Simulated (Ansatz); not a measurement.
# SnO: the cost of one run

Computed with Ansatz 0.2.0 through its Python package. Level of theory: DFT PBEsol, plane waves, PAW.

## Step 1: Starting point

The structure is orthorhombic, space group Cmce (No. 64). The conventional cell has a = 5.474 Å, b = 5.476 Å, c = 10.222 Å, α = 90.00°, β = 90.00°, γ = 90.00°. Sn (site symmetry m) is surrounded by 4 O at 2.25 to 2.26 Å. O (site symmetry 2) is surrounded by 4 Sn at 2.25 to 2.26 Å.

The script holds or builds the structure itself.

## Step 2: The script

vcrelax_sno.py

```python
"""Cell relaxation of SnO."""

from pathlib import Path
import warnings

import ansatz as az
from ase import Atoms
from ase.io import write
import numpy as np

KGRID = (5, 5, 2)
FILLING = "fixed"
ECUT = 470
FUNCTIONAL = "pbesol"
FORCE_TOL = 0.05

def edges_and_angles(cell):
    cell = np.asarray(cell)
    a, b, c = np.linalg.norm(cell, axis=1)
    cosines = cell[1] @ cell[2] / (b * c), cell[0] @ cell[2] / (a * c), cell[0] @ cell[1] / (a * b)
    return (a, b, c, *np.degrees(np.arccos(cosines)))

warnings.simplefilter("ignore", az.DeckWarning)

vectors = np.array([
    [2.736912, -2.737796, 0.0],
    [2.736912, 2.737796, 0.0],
    [0.0, 0.0, 10.22196],
])
sno = (
    az.Lattice.of(vectors)
    .atom("Sn", (0.736547, 0.263453, 0.863858))
    .atom("Sn", (0.263453, 0.736547, 0.136142))
    .atom("Sn", (0.763453, 0.236547, 0.363858))
    .atom("Sn", (0.236547, 0.763453, 0.636142))
    .atom("O", (0.261944, 0.238056, 0.25))
    .atom("O", (0.738056, 0.761944, 0.75))
    .atom("O", (0.238056, 0.261944, 0.75))
    .atom("O", (0.761944, 0.738056, 0.25))
)

# part of the cell is held
base = (
    sno.calculation()
    .kpoints(*KGRID, center="gamma")
    .occupations(FILLING)
    .basis(ECUT)
    .functional(FUNCTIONAL)
    .relax(force_tolerance=FORCE_TOL, fix_cell=["c", "angles"])
    .band_table()
    .potential_components()
)
steps = []


def collect(event):
    if event["event"] == "relax_step":
        steps.append(event["data"])


result = base.session().plan().execute(on_event=collect)
report = result.report
print("step   energy (eV)     max comp. (eV/A)   P (GPa)  SCF")
for s in steps:
    print(f"{s['step']:4d} {s['lagrangian_ev']:15.5f} {s['allowed_force_max_ev_ang']:12.4f} {s['pressure_gpa']:10.3f} {s['n_scf']:5d}")

first, last = steps[0], steps[-1]
symbols = [site.symbol for site in result.lattice.sites]
print(f"energy gained {first['lagrangian_ev'] - last['lagrangian_ev']:.4f} eV in {len(steps) - 1} steps")
for label, vectors in (("before", first["cell_ang"]), ("after", result.lattice.cell_ang)):
    print(label, "a b c (A) {:.4f} {:.4f} {:.4f}  angles {:.2f} {:.2f} {:.2f}".format(*edges_and_angles(vectors)), f" V = {abs(np.linalg.det(vectors)):.3f} A^3")
print("final stress xx yy zz (GPa, compression positive):", np.round(np.diag(report["stress_gpa"]), 3) + 0.0)

relaxed = Atoms(symbols, positions=[site.position_ang for site in result.lattice.sites], cell=result.lattice.cell_ang, pbc=True)
write("relaxed.cif", relaxed, format="cif")

change = np.array(last["positions_ang"]) @ np.linalg.inv(last["cell_ang"]) - np.array(first["positions_ang"]) @ np.linalg.inv(first["cell_ang"])
moved = np.linalg.norm(change @ np.array(last["cell_ang"]), axis=1)
print("displacement within the cell, strain taken out (A):", " ".join(f"{s}:{d:.3f}" for s, d in zip(symbols, moved)))

n_atoms = len(report["lattice"]["sites"])
print("F =", round(report["free_energy_ev"], 4), "eV for", n_atoms, "atoms")
print("E(sigma -> 0) =", round(report["energy_sigma0_ev"], 4), "eV, TS =", round(report["entropy_ts_ev"], 5), "eV")
print("closed by", report["closed_by"], "after", report["n_iterations"], "iterations")

fermi = report["fermi_energy_ev"]
print("levels less the Fermi level (eV) at the first k-points")
for k, levels in list(zip(report["kpoints_frac"], report["eigenvalues_ev"]))[:3]:
    print("k = ({:.3f}, {:.3f}, {:.3f})".format(*k))
    print("   ", " ".join(f"{e - fermi:.3f}" for e in levels))

folder = Path(result.write_results("parts"))
text = (folder / "v_comp_z.tsv").read_text().splitlines()
rows = np.array([line.split() for line in text if not line.startswith("#")], dtype=float)
print(text[0])
print(np.array2string(rows[:: max(len(rows) // 12, 1)], precision=3, suppress_small=True))
```

## Step 3: What the engine is handed

The package turns the script's settings into the engine's input:

```yaml
crystal:
  lattice:
    - [2.736912, -2.737796, 0.0]
    - [2.736912, 2.737796, 0.0]
    - [0.0, 0.0, 10.22196]
  atoms:
    - { symbol: Sn, position: [0.736547, 0.263453, 0.863858] }
    - { symbol: Sn, position: [0.263453, 0.736547, 0.136142] }
    - { symbol: Sn, position: [0.763453, 0.236547, 0.363858] }
    - { symbol: Sn, position: [0.236547, 0.763453, 0.636142] }
    - { symbol: O, position: [0.261944, 0.238056, 0.25] }
    - { symbol: O, position: [0.738056, 0.761944, 0.75] }
    - { symbol: O, position: [0.238056, 0.261944, 0.75] }
    - { symbol: O, position: [0.761944, 0.738056, 0.25] }
basis:
  ecutwfc: 470.0
kpoints:
  mp_grid:
    grid: [5, 5, 2]
    shift: [0.0, 0.0, 0.0]
hamiltonian:
  xc: pbesol
scf:
  occupations:
    method: fixed
relax:
  f_tol: 0.05
  cell:
    fix: [c, angles]
output:
  write_potential_components: true
  eigenvalues: true
```

## Step 4: The run

The run is started by

```
> python vcrelax_sno.py
```

Q: Estimate wall time and peak memory on 1 thread of Arm Neoverse V1, shared host.

About 76 s, with a peak of 0.59 GiB.
